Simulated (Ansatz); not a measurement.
# CH₂AlNO: taking an electron away

An exercise on one series of results from a longer session: the logs are not shown, and one member is left open.

The runs use Ansatz 0.2.0, Gaussian basis; unrestricted cation, the program's frozen cores in correlated methods.

Levels to be run: UKS PBE-D4/def2-TZVPP; UKS r2SCAN-D4/def2-TZVPP; UKS PBE0-D4/def2-TZVPP; UKS B3LYP-D4/def2-TZVPP; UKS wB97X-V/def2-TZVPP; UKS wB97M-V/def2-TZVPP; UKS B2PLYP/def2-TZVPP; UHF-CCSD(T)/def2-TZVPP; UHF-MP2/def2-QZVPP; extrapolation to the limit; then −ε(HOMO) from the neutral's earlier runs with LDA (SPW92), PBE-D4, revPBE-D4, BLYP-D4, r2SCAN-D4, B97M-V, PBE0-D4, B3LYP-D4, r2SCANh-D4, r2SCAN0-D4, HSE06-D4, BHLYP-D4, CAM-B3LYP-D4, LC-ωPBE, ωB97X-V, ωB97M-V.

## Structure used throughout

The geometry comes from an earlier relaxation with PBE0-D4 in a triple-zeta def2 set; it is a stationary point.

SMILES `O=C=[N][AlH2]`, 6 atoms, charge 0, spin multiplicity 1.

Atoms are counted from 1 here; the program's logs count them from 0.

Bond lengths: O1–C2 1.166 Å, C2–N3 1.196 Å, N3–Al4 1.770 Å, Al4–H5 1.575 Å, Al4–H6 1.575 Å. Angles: O1–C2–N3 180.0°, C2–N3–Al4 179.7°, N3–Al4–H5 117.5°, N3–Al4–H6 117.5°, H5–Al4–H6 125.0°.

The first run:

Input file in.yaml:

```yaml
crystal:
  periodic: [false, false, false]
  atoms:
    - {symbol: O, position_ang: [1.702251, -2.146667, 0.966292]}
    - {symbol: C, position_ang: [1.019684, -1.287664, 0.572523]}
    - {symbol: N, position_ang: [0.319596, -0.406854, 0.168291]}
    - {symbol: Al, position_ang: [-0.716086, 0.900750, -0.422488]}
    - {symbol: H, position_ang: [-1.263762, 0.785836, -1.894827]}
    - {symbol: H, position_ang: [-1.019683, 2.090499, 0.564109]}
basis:
  gaussian: {orbitals: def2-TZVPP}
total_charge: 1
magnetization: {spin_polarized: true, initial_magnetization: 1}
hamiltonian: {xc: pbe, dispersion: d4}
```

Steps of the session up to this table: Cation, UKS PBE-D4/def2-TZVPP; Cation, UKS r2SCAN-D4/def2-TZVPP; Cation, UKS PBE0-D4/def2-TZVPP; Cation, UKS B3LYP-D4/def2-TZVPP; Cation, UKS wB97X-V/def2-TZVPP; Cation, UKS wB97M-V/def2-TZVPP; Cation, UKS B2PLYP (frozen core)/def2-TZVPP; Cation, UHF-CCSD(T)/def2-TZVPP; Cation, UHF-MP2/def2-QZVPP.

One of the session's tables, all rows but one given; the rest of the session is left out.

Orbital estimates, from the neutral's runs:

| functional | −ε(HOMO) (eV) |
| --- | --- |
| LDA (SPW92) | 7.16 |
| PBE-D4 | 7.02 |
| revPBE-D4 | 6.97 |
| BLYP-D4 | 6.91 |
| r2SCAN-D4 | 7.33 |
| B97M-V | 7.39 |
| PBE0-D4 | 8.35 |
| B3LYP-D4 | 8.14 |
| r2SCANh-D4 | 7.82 |
| r2SCAN0-D4 | 8.56 |
| HSE06-D4 | 7.95 |
| BHLYP-D4 | 9.60 |
| CAM-B3LYP-D4 | ? |
| LC-ωPBE | 11.04 |
| ωB97X-V | 10.69 |
| ωB97M-V | 10.54 |

**Question.** Estimate the row for CAM-B3LYP-D4.

**Answer.** −ε(HOMO) (eV): 9.72. In the column «−ε(HOMO) (eV)» it lies between BHLYP-D4 (9.60) and ωB97M-V (10.54).
